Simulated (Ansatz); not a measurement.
# H4O3SiSn: the cost of one run

Program: Ansatz 0.2.0. Level of theory: RKS B3LYP-D4/def2-SVP. These are calculated values, not measurements.

## (1) Starting point

Bond lengths: O1–Si2 1.693 Å, Si2–O3 1.697 Å, Si2–Sn4 2.469 Å, O3–Sn4 1.944 Å, Sn4–O5 2.053 Å, O1–H6 1.057 Å, Si2–H7 1.500 Å, Sn4–H8 1.734 Å, O5–H9 1.050 Å. Angles (14 of 15 angles, heavy atoms first): O1–Si2–O3 108.4°, O1–Si2–Sn4 116.9°, O3–Si2–Sn4 51.7°, Si2–O3–Sn4 85.1°, Si2–Sn4–O3 43.2°, Si2–Sn4–O5 113.0°, O3–Sn4–O5 106.7°, O1–Si2–H7 118.5°, O3–Si2–H7 111.3°, Sn4–Si2–H7 124.5°, Si2–O1–H6 102.7°, Si2–Sn4–H8 129.7°, O3–Sn4–H8 109.5°, O5–Sn4–H8 115.9°.

As a file:

```xyz
9

O    -0.1800    0.6018    2.0887
Si    0.8882    0.6712    0.7767
O     1.0988   -0.9007    0.1724
Sn    0.0895   -0.2656   -1.3635
O    -1.7821   -1.0978   -1.2259
H    -1.0822    0.9642    1.6741
H     2.2048    1.3657    0.9628
H     0.9677   -0.6153   -2.8168
H    -2.1160   -0.7698   -0.2855
```

## (2) End point A

Contents of input.yaml:

```yaml
crystal:
  periodic: [false, false, false]
  atoms:
    - { symbol: O, position_ang: [-0.18, 0.6018, 2.0887] }
    - { symbol: Si, position_ang: [0.8882, 0.6712, 0.7767] }
    - { symbol: O, position_ang: [1.0988, -0.9007, 0.1724] }
    - { symbol: Sn, position_ang: [0.0895, -0.2656, -1.3635] }
    - { symbol: O, position_ang: [-1.7821, -1.0978, -1.2259] }
    - { symbol: H, position_ang: [-1.0822, 0.9642, 1.6741] }
    - { symbol: H, position_ang: [2.2048, 1.3657, 0.9628] }
    - { symbol: H, position_ang: [0.9677, -0.6153, -2.8168] }
    - { symbol: H, position_ang: [-2.116, -0.7698, -0.2855] }
basis:
  gaussian: { orbitals: def2-SVP }
hamiltonian:
  xc: b3lyp
  dispersion: d4
relax:
  f_tol: 0.02
  max_steps: 50
```

Run with:

```console
> ansatz run input.yaml --threads 2 --pin off --max-ram 3072MiB --backend cpu --events-out ev --progress --plain --runs-dir out
```

**Question.** How long does this run take on 2 threads of Arm Neoverse V2, shared host, and how much memory does it need?

About 40 s, with a peak of 0.25 GiB.
